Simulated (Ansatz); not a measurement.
# ClHInO with multiplicity 2: shift of H4 from In2 to O1, part 2 of 2

How high is the barrier for the shift of H4 from In2 to O1? Relax the two ends, then run a nudged elastic band between them. SMILES of the start: [O][InH][Cl].

Ansatz 0.2.0; UKS PBE0/def2-SVP. The steps go on from the part before.

**8. The output, continued: band between the two ends**

Output, continued, cut to the lines that bear on the results:

```text
724 factors; integrals over basis functions are off by at most 5.3e-4 eV
[...]
mean field -19745.60572827 eV, -725.6376264617 hartree, gradient 6.6e-5 eV, S^2 0.765039; 0 other end points of the search recorded, 0 dependent functions left out
[...]
reference -19745.60575860 eV, -725.6376275762 hartree; 24, 23 occupied and 39, 40 virtual orbitals, 724 factors
[...]
726 factors; integrals over basis functions are off by at most 9.0e-4 eV
mean field -19747.66063401 eV, -725.7131428546 hartree, gradient 1.4e-5 eV, S^2 0.756337; 0 other end points of the search recorded, 0 dependent functions left out
[...]
reference -19747.66066485 eV, -725.7131439879 hartree; 24, 23 occupied and 39, 40 virtual orbitals, 726 factors
[...]
727 factors; integrals over basis functions are off by at most 9.4e-4 eV
[...]
NEB iter   3: max|band force component| = 1.630e0 eV/Å  barrier→ = 1.1908 eV  barrier← = 3.3707 eV  Δτ_max = 0.0648 Å  (213 SCF iters)
[...]
NEB iter   4: max|band force component| = 1.015e0 eV/Å  barrier→ = 1.0559 eV  barrier← = 3.2358 eV  Δτ_max = 0.0563 Å  (225 SCF iters)
[...]
NEB iter   5: max|band force component| = 4.442e-1 eV/Å  barrier→ = 0.9780 eV  barrier← = 3.1579 eV  CI = image 3  Δτ_max = 0.0000 Å  (514 SCF iters)
Total energy: -19745.81851460 eV, -725.6454462151 hartree
Atom 0 at    -1.658106     0.017660    -0.296526 Å, force     0.262971     0.211877    -0.110871 eV/Å
Atom 1 at     0.315888    -0.020192     0.037747 Å, force     0.196017    -0.297922     0.254908 eV/Å
Atom 2 at     1.984886    -1.193352     1.158157 Å, force     0.012547    -0.020923     0.011174 eV/Å
Atom 3 at    -0.587069     1.135584    -0.919779 Å, force    -0.471535     0.106969    -0.155211 eV/Å
Dipole moment:     0.409867     0.157045    -0.054377 e Å
this run last wrote the band of iteration 5 to <dir>
```

Run time: 58 s. Hardware: 1 thread of AMD EPYC 9R45 (Zen 5), shared host; peak memory 0.23 GiB.

**9. Images and barrier**

The 5 inner images lie between the fixed ends 0 and 6. Energy is taken from image 0, and the path length is the program's own coordinate along the band.

```
image  path (Å)  energy (eV)  H4–In2 (Å)  H4–O1 (Å)  band force (eV/Å)
    0     0.000       0.0000        1.70       3.32                  -
    1     0.483       0.1528        1.70       2.86              0.026
    2     0.967       0.5883        1.70       2.29              0.162
   3*     1.453       0.9780        1.75       1.67              0.444
    4     1.942      -1.1286        1.95       1.07              0.086
    5     2.433      -2.0258        2.34       0.97              0.140
    6     2.925      -2.1799        2.55       0.97                  -
```

The star marks the climbing image.

image, energy (eV) and a bar:
```
        0      0.000 #####################
        1      0.153 ######################
        2      0.588 ##########################
        3      0.978 ##############################
        4     -1.129 ##########
        5     -2.026 #
        6     -2.180
```

**10. Dynamics from the top**

It starts at the highest inner image of the first converged band: 200 steps of 0.5 fs at constant energy, with velocities drawn for 300 K.

File input.yaml:

```yaml
crystal:
  periodic: [false, false, false]
  atoms:
    - { symbol: O, position_ang: [-1.662069, -0.00816, -0.279933] }
    - { symbol: In, position_ang: [0.300771, -0.028049, 0.052153] }
    - { symbol: Cl, position_ang: [1.983177, -1.191224, 1.152067] }
    - { symbol: H, position_ang: [-0.566279, 1.167133, -0.944688] }
magnetization:
  spin_polarized: true
  initial_magnetization: 1
basis:
  gaussian: { orbitals: def2-SVP }
hamiltonian:
  xc: pbe0
md:
  timestep: 0.5
  n_steps: 200
  ensemble: nve
  temperature: 300.0
  initial_velocities: maxwell_boltzmann
  seed: 12260
```

Run with:

```
> ansatz run input.yaml --threads 1 --pin off --max-ram 2048MiB --backend cpu --events-out ev --progress --plain --runs-dir out
```

The log of the run, cut to the lines that bear on the results:

```text
Warning: RAYON_NUM_THREADS=1 ignored (pool sized by the plan → 1); use --threads N
[...]
[... 1 set-up line as earlier in the session ...]
[...]
728 factors; integrals over basis functions are off by at most 3.6e-4 eV
[...]
mean field -19745.81516984 eV, -725.6453232972 hartree, gradient 3.3e-5 eV, S^2 0.764814; 2 other end points of the search recorded, 0 dependent functions left out
[...]
reference -19745.81520020 eV, -725.6453244130 hartree; 24, 23 occupied and 39, 40 virtual orbitals, 728 factors
md step     0: t =     0.00 fs  T =   300.0 K  F+E_penalty+E_count = -19745.81516984 eV  E_kin = 0.077556 eV  conserved = -19745.73761384 eV  (50 SCF iters)
[...]
md step    24: t =    12.00 fs  T =   399.4 K  F+E_penalty+E_count = -19745.84077481 eV  E_kin = 0.103247 eV  conserved = -19745.73752797 eV  (41 SCF iters)
[...]
md step    48: t =    24.00 fs  T =  2334.8 K  F+E_penalty+E_count = -19746.34134692 eV  E_kin = 0.603582 eV  conserved = -19745.73776464 eV  (57 SCF iters)
[...]
md step    72: t =    36.00 fs  T =  2010.1 K  F+E_penalty+E_count = -19746.25738971 eV  E_kin = 0.519651 eV  conserved = -19745.73773908 eV  (95 SCF iters)
[...]
md step    96: t =    48.00 fs  T =  1589.8 K  F+E_penalty+E_count = -19746.14866876 eV  E_kin = 0.410988 eV  conserved = -19745.73768051 eV  (52 SCF iters)
md step    97: t =    48.50 fs  T =  1676.4 K  F+E_penalty+E_count = -19746.17108387 eV  E_kin = 0.433374 eV  conserved = -19745.73770974 eV  (63 SCF iters)
```

**11. More of the same log: dynamics from the highest image of the converged band**

Output, continued, cut to the lines that bear on the results:

```text
md step    98: t =    49.00 fs  T =  1762.2 K  F+E_penalty+E_count = -19746.19328159 eV  E_kin = 0.455552 eV  conserved = -19745.73772961 eV  (64 SCF iters)
[...]
md step   123: t =    61.50 fs  T =  3293.3 K  F+E_penalty+E_count = -19746.58919129 eV  E_kin = 0.851376 eV  conserved = -19745.73781536 eV  (63 SCF iters)
[...]
md step   148: t =    74.00 fs  T =  1826.6 K  F+E_penalty+E_count = -19746.20977954 eV  E_kin = 0.472221 eV  conserved = -19745.73755834 eV  (55 SCF iters)
[...]
md step   173: t =    86.50 fs  T =  2539.5 K  F+E_penalty+E_count = -19746.39426521 eV  E_kin = 0.656522 eV  conserved = -19745.73774351 eV  (63 SCF iters)
[...]
md step   198: t =    99.00 fs  T =  3552.1 K  F+E_penalty+E_count = -19746.65611184 eV  E_kin = 0.918287 eV  conserved = -19745.73782485 eV  (94 SCF iters)
md step   199: t =    99.50 fs  T =  3528.5 K  F+E_penalty+E_count = -19746.64999415 eV  E_kin = 0.912179 eV  conserved = -19745.73781528 eV  (93 SCF iters)
[...]
md step   200: t =   100.00 fs  T =  3495.2 K  F+E_penalty+E_count = -19746.64138156 eV  E_kin = 0.903578 eV  conserved = -19745.73780367 eV  (96 SCF iters)
Total energy: -19746.64141433 eV, -725.6756872224 hartree
Atom 0 at    -1.491989    -0.664890     0.376623 Å, force     0.390256     0.503919    -0.117616 eV/Å
Atom 1 at     0.360839     0.107813    -0.044821 Å, force    -0.756868    -0.285272    -0.744013 eV/Å
Atom 2 at     1.666814    -1.330153     1.181562 Å, force     0.572258    -0.355757     0.542371 eV/Å
Atom 3 at     1.018167     1.001172    -1.356884 Å, force    -0.205646     0.137110     0.319258 eV/Å
Dipole moment:     0.146205     0.617804    -0.336960 e Å
```

Run time: 6.6 min. Hardware: 1 thread of AMD EPYC 9R45 (Zen 5), shared host; peak memory 0.23 GiB.

**12. The trajectory**

The trajectory, every 15 steps (energies from step 0):

```
time (fs)  T (K)  potential energy change (meV/atom)  total energy change (meV/atom)  H4–In2 (Å)  H4–O1 (Å)
      0.0    300                                 0.0                            0.00        1.78       1.74
      7.5    295                                 0.3                            0.01        1.76       1.80
     15.0    639                               -21.9                            0.03        1.81       2.04
     22.5   2060                              -113.8                           -0.02        1.75       2.51
     30.0   2621                              -150.1                           -0.05        1.82       3.16
     37.5   1840                               -99.6                           -0.04        1.78       3.52
     45.0   1174                               -56.4                            0.05        1.66       3.54
     52.5   2305                              -129.6                           -0.03        1.80       3.56
     60.0   3262                              -191.5                           -0.06        1.77       3.23
     67.5   2727                              -156.9                           -0.02        1.75       2.79
     75.0   1762                               -94.5                            0.01        1.77       2.52
     82.5   1914                              -104.3                            0.03        1.67       2.52
     90.0   2955                              -171.6                           -0.03        1.78       2.97
     97.5   3564                              -211.0                           -0.05        1.75       3.38
    100.0   3495                              -206.6                           -0.05        1.72       3.48
```

time (fs), T (K) and a bar:
```
      0.0        300 
      4.5        277 
      8.5        308 
     13.0        455 ##
     17.5       1023 #######
     21.5       1855 ###############
     26.0       2596 ######################
     30.5       2584 ######################
     35.0       2119 #################
     39.0       1650 #############
     43.5       1140 ########
     48.0       1590 ############
     52.0       2232 ##################
     56.5       2896 ########################
     61.0       3293 ############################
     65.0       3066 ##########################
     69.5       2403 ####################
     74.0       1827 ##############
     78.5       1687 #############
     82.5       1914 ###############
     87.0       2613 ######################
     91.5       3093 ##########################
     95.5       3460 ##############################
    100.0       3495 ##############################
```

The last frame stands with the bonds of end A.

**13. A trajectory let go at the top**

It starts at the highest inner image of the first converged band: 200 steps of 0.5 fs at constant energy, with velocities drawn for 100 K.

Edit input.yaml of step 10 so:

```diff
@@ -18,4 +18,4 @@
   ensemble: nve
-  temperature: 300.0
+  temperature: 100.0
   initial_velocities: maxwell_boltzmann
-  seed: 12260
+  seed: 12261
```

Run with:

```
> ansatz run input.yaml --threads 1 --pin off --max-ram 2048MiB --backend cpu --events-out ev --progress --plain --runs-dir out
```

The log of the run, cut to the lines that bear on the results:

```text
Warning: RAYON_NUM_THREADS=1 ignored (pool sized by the plan → 1); use --threads N
[...]
[... 1 set-up line as earlier in the session ...]
[...]
728 factors; integrals over basis functions are off by at most 3.6e-4 eV
[...]
mean field -19745.81516984 eV, -725.6453232972 hartree, gradient 3.3e-5 eV, S^2 0.764814; 2 other end points of the search recorded, 0 dependent functions left out
[...]
reference -19745.81520020 eV, -725.6453244130 hartree; 24, 23 occupied and 39, 40 virtual orbitals, 728 factors
md step     0: t =     0.00 fs  T =   100.0 K  F+E_penalty+E_count = -19745.81516984 eV  E_kin = 0.025852 eV  conserved = -19745.78931784 eV  (50 SCF iters)
[...]
md step    24: t =    12.00 fs  T =  7747.9 K  F+E_penalty+E_count = -19747.79926893 eV  E_kin = 2.002999 eV  conserved = -19745.79627006 eV  (33 SCF iters)
[...]
md step    48: t =    24.00 fs  T =  9526.0 K  F+E_penalty+E_count = -19748.30309883 eV  E_kin = 2.462656 eV  conserved = -19745.84044301 eV  (34 SCF iters)
[...]
md step    72: t =    36.00 fs  T =  6380.3 K  F+E_penalty+E_count = -19747.39509169 eV  E_kin = 1.649427 eV  conserved = -19745.74566420 eV  (34 SCF iters)
[...]
md step    96: t =    48.00 fs  T =  2151.1 K  F+E_penalty+E_count = -19746.30638155 eV  E_kin = 0.556112 eV  conserved = -19745.75026972 eV  (35 SCF iters)
md step    97: t =    48.50 fs  T =  3880.0 K  F+E_penalty+E_count = -19746.81344409 eV  E_kin = 1.003063 eV  conserved = -19745.81038127 eV  (32 SCF iters)
```

**14. More of the same log: dynamics from the highest image of the converged band**

The log, continued, cut to the lines that bear on the results:

```text
md step    98: t =    49.00 fs  T =  5786.7 K  F+E_penalty+E_count = -19747.32601125 eV  E_kin = 1.495974 eV  conserved = -19745.83003705 eV  (34 SCF iters)
[...]
md step   123: t =    61.50 fs  T =  9545.2 K  F+E_penalty+E_count = -19748.26670536 eV  E_kin = 2.467614 eV  conserved = -19745.79909132 eV  (35 SCF iters)
[...]
md step   148: t =    74.00 fs  T =  5205.0 K  F+E_penalty+E_count = -19747.13278590 eV  E_kin = 1.345601 eV  conserved = -19745.78718534 eV  (35 SCF iters)
[...]
md step   173: t =    86.50 fs  T =  3628.3 K  F+E_penalty+E_count = -19746.72828544 eV  E_kin = 0.937998 eV  conserved = -19745.79028698 eV  (39 SCF iters)
[...]
md step   198: t =    99.00 fs  T =  7253.7 K  F+E_penalty+E_count = -19747.66414168 eV  E_kin = 1.875224 eV  conserved = -19745.78891796 eV  (38 SCF iters)
md step   199: t =    99.50 fs  T =  7809.0 K  F+E_penalty+E_count = -19747.80874990 eV  E_kin = 2.018780 eV  conserved = -19745.78997003 eV  (37 SCF iters)
[...]
md step   200: t =   100.00 fs  T =  8448.7 K  F+E_penalty+E_count = -19747.97569257 eV  E_kin = 2.184153 eV  conserved = -19745.79153922 eV  (50 SCF iters)
Total energy: -19747.97572113 eV, -725.7247220929 hartree
Atom 0 at    -1.727105    -0.313194    -0.133113 Å, force    -1.383453    -0.707384     0.208501 eV/Å
Atom 1 at     0.369072     0.073319     0.007078 Å, force    -2.821657    -0.413585    -0.249070 eV/Å
Atom 2 at     1.852761    -1.329356     1.207012 Å, force     0.147992    -0.161675     0.133032 eV/Å
Atom 3 at    -2.727444    -0.679909    -0.073002 Å, force     4.057118     1.282644    -0.092463 eV/Å
Dipole moment:    -0.025326     0.291045    -0.193889 e Å
```

Wall time 4.7 min (1 thread of AMD EPYC 9R45 (Zen 5), shared host); peak memory 0.23 GiB.

**15. What the atoms did**

One step in 15; energies are changes from step 0:

```
time (fs)  T (K)  potential energy change (meV/atom)  total energy change (meV/atom)  H4–In2 (Å)  H4–O1 (Å)
      0.0    100                                 0.0                            0.00        1.78       1.74
      7.5    604                               -32.3                            0.20        1.79       1.54
     15.0   9723                              -629.3                           -7.35        2.33       0.87
     22.5   7057                              -450.0                           -0.39        3.08       1.19
     30.0   1766                              -106.8                            0.83        3.44       1.37
     37.5  10961                              -710.7                           -8.80        2.72       0.97
     45.0   7154                              -456.8                           -0.85        2.26       1.20
     52.5   1853                              -112.8                            0.45        1.87       1.34
     60.0  10258                              -658.0                           -1.48        2.62       0.88
     67.5   7961                              -509.5                           -1.48        3.11       1.11
     75.0   4179                              -263.1                            0.54        2.81       1.37
     82.5   4471                              -286.3                           -3.85        1.67       0.92
     90.0   9937                              -636.9                           -1.18        2.26       1.09
     97.5   6675                              -424.7                            0.25        3.28       1.18
    100.0   8449                              -540.1                           -0.56        3.19       1.07
```

time (fs), T (K) and a bar:
```
      0.0        100 
      4.5        168 
      8.5       1044 ##
     13.0       9339 ########################
     17.5       5960 ###############
     21.5       4249 ###########
     26.0       7172 ##################
     30.5       1575 ####
     35.0       9370 ########################
     39.0       7261 ##################
     43.5       3679 #########
     48.0       2151 #####
     52.0       2158 #####
     56.5       7410 ###################
     61.0      10560 ###########################
     65.0       3365 ########
     69.5       7761 ####################
     74.0       5205 #############
     78.5       8709 ######################
     82.5       4471 ###########
     87.0       4334 ###########
     91.5      11767 ##############################
     95.5       8685 ######################
    100.0       8449 #####################
```

Bonds that form or break, judged by distance (formed within 1.15 times the sum of covalent radii and held on average over 12 fs, broken when stretched by half; pairs already stretched at the start don't count as bonds):

```
time (fs)    bond   event
     16.5  In2–H4  breaks
     23.5   O1–H4   forms
     81.0  In2–H4   forms
     92.5  In2–H4  breaks
```

The last frame stands with the bonds of end B.

**16. Summary of results**

What follows sums up all 2 parts.

```
                                quantity                                                     value
                                   end A                                   4 moves, 0.606 eV lower
                                   end B                                   6 moves, 0.461 eV lower
            first band: barrier forwards                                                   0.98 eV
           first band: barrier backwards                                                   3.16 eV
first band: second end relative to first                                                 -2.180 eV
               first band: highest image                                     3 of 0 to 6, climbing
             first band: band iterations                                                         8
              imaginary modes at the top                                                1151i cm⁻¹
                             second band  top 0.978 eV above image 0, 5 iterations, 5 inner images
             time, first and second band                                             78 s and 58 s
       trajectory at 300 K, after 100 fs                        with the bonds of end A, at 3495 K
       trajectory at 100 K, after 100 fs                        with the bonds of end B, at 8449 K
```

**Reading.** In the first band: the top lies 0.98 eV above the first end, or 38 kT at room temperature. Going back costs 3.16 eV, since the second end is 2.18 eV below the first. By distance, end A alone has In2–H4 and end B alone has O1–H4. One imaginary mode, as a first-order saddle point has. The second band's top lies 3 meV below the first's, so the changed settings hardly move the height. Zero-point energy and entropy are left out. Tunnelling, which matters where hydrogen moves, is missing too.
